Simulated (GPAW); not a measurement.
**[GeH3]− (SMILES [H][Ge-]([H])[H]): revPBE/real-space grid (scalar-relativistic datasets)**

Aim: ionisation energies of [GeH3]−. The job is set up through an ASE script.

The calculation is run with GPAW 26.7.0.

3 further runs of the same task are left out: 1 that didn't finish, 2 set aside as unsound or not needed. Runs told in other sessions of the task aren't counted.

## 1. The system as given

[GeH3]− has 4 atoms, charge -1, and is taken as a singlet. As SMILES, `[H][Ge-]([H])[H]`. The shape comes from GFN2-xTB, which is rough for such elements, and wasn't checked as a minimum.

Bond lengths: Ge1–H2 1.752 Å, Ge1–H3 1.754 Å, Ge1–H4 1.756 Å. Angles: H2–Ge1–H3 89.1°, H2–Ge1–H4 89.3°, H3–Ge1–H4 89.6°.

## 2. Ionisation energies at revPBE/real-space grid (scalar-relativistic datasets)

Contents of mol.sdf:

```

     RDKit          3D

  4  3  0  0  0  0  0  0  0  0999 V2000
   -0.0075    0.0058    0.7680 Ge  0  0  0  0  0  3  0  0  0  0  0  0
    1.4220   -0.0315   -0.2444 H   0  0  0  0  0  0  0  0  0  0  0  0
   -0.6775    1.2495   -0.2717 H   0  0  0  0  0  0  0  0  0  0  0  0
   -0.7370   -1.2238   -0.2519 H   0  0  0  0  0  0  0  0  0  0  0  0
  2  1  1  0
  3  1  1  0
  4  1  1  0
M  CHG  1   1  -1
M  END
$$$$
```

Contents of run.py:

```python
from ase.io import read
from gpaw import GPAW

mol = read('mol.sdf')
mol.center(vacuum=5.5)

energies = {}
for name, charge, unpaired in [('start', -1, 0), ('oxidised', 0, 1)]:
    mol.set_initial_magnetic_moments([unpaired / len(mol)] * len(mol))
    calculator = GPAW(mode='fd',
                      h=0.25,
                      xc='revPBE',
                      charge=charge,
                      occupations={'name': 'fermi-dirac', 'width': 0.0, 'fixmagmom': unpaired > 0},
                      maxiter=100,
                      symmetry='off',
                      txt='-')
    mol.calc = calculator
    energies[name] = mol.get_potential_energy()
    print(f'{name:10} {energies[name]:12.5f} eV')

ip = energies['oxidised'] - energies['start']
print(f'Vertical IP             {ip:.3f} eV')
```

The run is started by

```sh
$ OMP_NUM_THREADS=1 python run.py
```

The log of the run:

```text
[...]
Number of symmetries: 1
[...]
  Number of IBZ points: 1
[...]
Spin-components: 1 (collinear spins)
Bands:           7
[...]
  Valence electrons: 7.0
[...]
  Grid points: [52 52 48]
  Charge: -1.0  # |e|
[...]
    cutoffs:
[...]
occupation numbers:
  # Zero width
[...]
xc functional:
  name: revPBE with 2 nearest neighbor stencil
[...]
|iter     |     time |      energy | eigst |  dens |
[...]
|iter:   1| 00:00:01 |  -13.809859 | +0.43 |       |
[...]
Converged in 13 steps
[...]
dipole moment: (-6.223277, -6.724566, -6.028279)  # |e|*Ang
Fermi level: 1.604
[...]
|iter:  14| 00:00:17 |  -11.010432c| -7.55c| -5.28c|  +1.0000|
Converged in 14 steps
[...]
Energy contributions relative to reference atoms: (reference = -57139.957898)
Energy contributions:
  Kinetic:           2.751210
  Coulomb:          -5.543352
  Zero:             -0.279232
  External:          0.000000
  Xc:               -7.939058
  Entropy:           0.000000
  Spinorbit:         0.000000
  ----------------------------
  Free energy:     -11.010432
  Extrapolated:    -11.010432
[...]
Total magnetic moment: (0.000000, 0.000000, 1.000000)
Local magnetic moments
|        x |        y |        z |
|----------|----------|----------|
| 0.000000 | 0.000000 | 0.205977 |  # Ge   0
| 0.000000 | 0.000000 | 0.029340 |  # H    1
| 0.000000 | 0.000000 | 0.029578 |  # H    2
| 0.000000 | 0.000000 | 0.030729 |  # H    3
Fermi levels: -3.251, -6.154
Eigenvalues  # (at kpt = [0.000, 0.000, 0.000])
| band index |      eig [eV] | occ [0-1] |      eig [eV] | occ [0-1] |
|------------|---------------|-----------|---------------|-----------|
|          0 |       -13.317 |     1.000 |       -12.804 |     1.000 |
|          1 |        -7.523 |     1.000 |        -7.180 |     1.000 |
|          2 |        -7.503 |     1.000 |        -7.165 |     1.000 |
|          3 |        -6.802 |     1.000 |        -5.506 |     0.000 |
|          4 |        -0.996 |     0.000 |        -0.678 |     0.000 |
|          5 |        -0.993 |     0.000 |        -0.496 |     0.000 |
|          6 |        -0.923 |     0.000 |        -0.493 |     0.000 |
Gap: 4.510 eV
Transition (v -> c):
  (s=1, k=0, n=3, [0.00, 0.00, 0.00]) -> (s=0, k=0, n=4, [0.00, 0.00, 0.00])
No difference between direct/indirect transitions
vacuum-level: 0.000  # V
oxidised      -11.01043 eV
Vertical IP             2.582 eV
```

Run time: 17 s. Hardware: 1 thread of Arm Neoverse V2, shared host; peak memory 0.46 GiB.

## 3. What came out

At revPBE/real-space grid (scalar-relativistic datasets):

| quantity | value |
| --- | --- |
| first ionisation energy | 2.58 eV |
